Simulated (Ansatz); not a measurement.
## Ta4NiO11: band structure with PBE

Ta4NiO11:

```xyz
16
Lattice="0.0000 4.8671 4.8671 4.8671 0.0000 4.8671 4.8671 4.8671 0.0000" Properties=species:S:1:pos:R:3 pbc="T T T"
Ta    3.6011    6.1333    3.6011
Ta    6.1333    6.1333    6.1333
Ta    6.1333    3.6011    3.6011
Ta    3.6011    3.6011    6.1333
Ni    0.0000    0.0000    0.0000
O     2.4336    2.4336    2.4336
O     6.3910    8.2105    6.3910
O     8.2105    8.2105    8.2105
O     8.2105    6.3910    6.3910
O     6.3910    6.3910    8.2105
O     6.8118    4.8671    4.8671
O     2.9225    4.8671    4.8671
O     4.8671    4.8671    6.8118
O     4.8671    4.8671    2.9225
O     4.8671    2.9225    4.8671
O     4.8671    6.8118    4.8671
```

The cell was built by a generator and needn't be a form met in nature.

- Program: Ansatz 0.2.0
- Task: band structure
- Functional: PBE
- Potentials or basis: Ansatz PAW
- Cutoff: 420 eV (not typed: the program's choice for these potentials)
- k mesh: 4 × 4 × 4
- Occupations: fermi-dirac, width 0.05 eV
- Spin: non-collinear spin, ferromagnetic start, spin-orbit coupling
- Path: [["G", "X", "W", "K", "G", "L", "U", "W", "L", "K"], ["U", "X"]]
- Points for each segment of the path: 10

The pressure is -0.2 GPa and the largest force is 0.153 eV/Å. The band gap on the k mesh is none (metal or under the smearing width) and the net moment is 2.10 μB per cell. The absolute moment is 2.46 μB per cell.

Forces in eV/Å, atoms in the order of the input:
```
Ta   0.060  0.128  0.060
Ta  -0.087 -0.087 -0.087
Ta   0.128  0.060  0.060
Ta   0.060  0.060  0.128
Ni  -0.087 -0.087 -0.087
O    0.010  0.010  0.010
O    0.034 -0.004  0.034
O    0.024  0.024  0.024
O   -0.004  0.034  0.034
O    0.034  0.034 -0.004
O   -0.056 -0.031 -0.031
O   -0.024 -0.015 -0.015
O   -0.031 -0.031 -0.056
O   -0.015 -0.015 -0.024
O   -0.015 -0.024 -0.015
O   -0.031 -0.056 -0.031
```

Stress tensor (GPa, compression positive):
```
-0.16 -0.35 -0.35
-0.35 -0.16 -0.35
-0.35 -0.35 -0.16
```

Levels at the corners of the path, in eV from the Fermi level:
```csv
point,band 132,band 133,band 134,band 135,band 136,band 137,band 138,band 139,band 140,band 141
Γ,-0.59,-0.36,-0.36,-0.32,-0.32,-0.20,-0.17,-0.06,0.02,0.07
X,-0.57,-0.25,-0.22,-0.14,-0.04,0.04,0.57,0.96,1.01,1.14
W,-0.58,-0.28,-0.20,-0.13,-0.04,0.05,0.57,0.87,0.90,1.03
K,-0.57,-0.26,-0.21,-0.13,-0.03,0.04,0.54,0.90,0.94,0.94
Γ,-0.59,-0.36,-0.36,-0.32,-0.32,-0.20,-0.17,-0.06,0.02,0.07
L,-0.56,-0.24,-0.17,-0.08,-0.01,0.01,0.45,0.57,0.57,0.72
U,-0.57,-0.26,-0.21,-0.13,-0.03,0.04,0.54,0.90,0.94,0.94
W,-0.58,-0.28,-0.20,-0.13,-0.04,0.05,0.57,0.87,0.90,1.03
L,-0.56,-0.24,-0.17,-0.08,-0.01,0.01,0.45,0.57,0.57,0.72
K,-0.57,-0.26,-0.21,-0.13,-0.03,0.04,0.54,0.90,0.94,0.94
U,-0.57,-0.26,-0.21,-0.13,-0.03,0.04,0.54,0.90,0.94,0.94
X,-0.57,-0.25,-0.22,-0.14,-0.04,0.04,0.57,0.96,1.01,1.14
```

Moments on the atoms (μB; x, y, z):
```
Ta  -0.01 -0.01 -0.01
Ta  -0.01 -0.01 -0.01
Ta  -0.01 -0.01 -0.01
Ta  -0.01 -0.01 -0.01
Ni   0.54  0.54  0.54
O    0.62  0.62  0.62
O    0.00  0.00  0.00
O    0.00  0.00  0.00
O    0.00  0.00  0.00
O    0.00  0.00  0.00
O    0.00  0.00  0.00
O    0.00  0.00  0.00
O    0.00  0.00  0.00
O    0.00  0.00  0.00
O    0.00  0.00  0.00
O    0.00  0.00  0.00
```

It took 2.3 min on 8 threads of AMD EPYC 9R45 96-Core Processor (Zen 5), with other jobs on the host, peak memory 7.2 GiB.

Caveat: the pressure holds a Pulay correction of +0.6 GPa for the finite cutoff; a cell with one magnetic atom can't hold antiferromagnetic order, which such compounds often take; semilocal functionals often make such compounds metallic where correlation or magnetic order opens a gap, which also shifts bond lengths; the thresholds are loose for stress. With open d or f shells a metallic result of PBE can be an artefact of self-interaction; +U or a hybrid may open a gap.
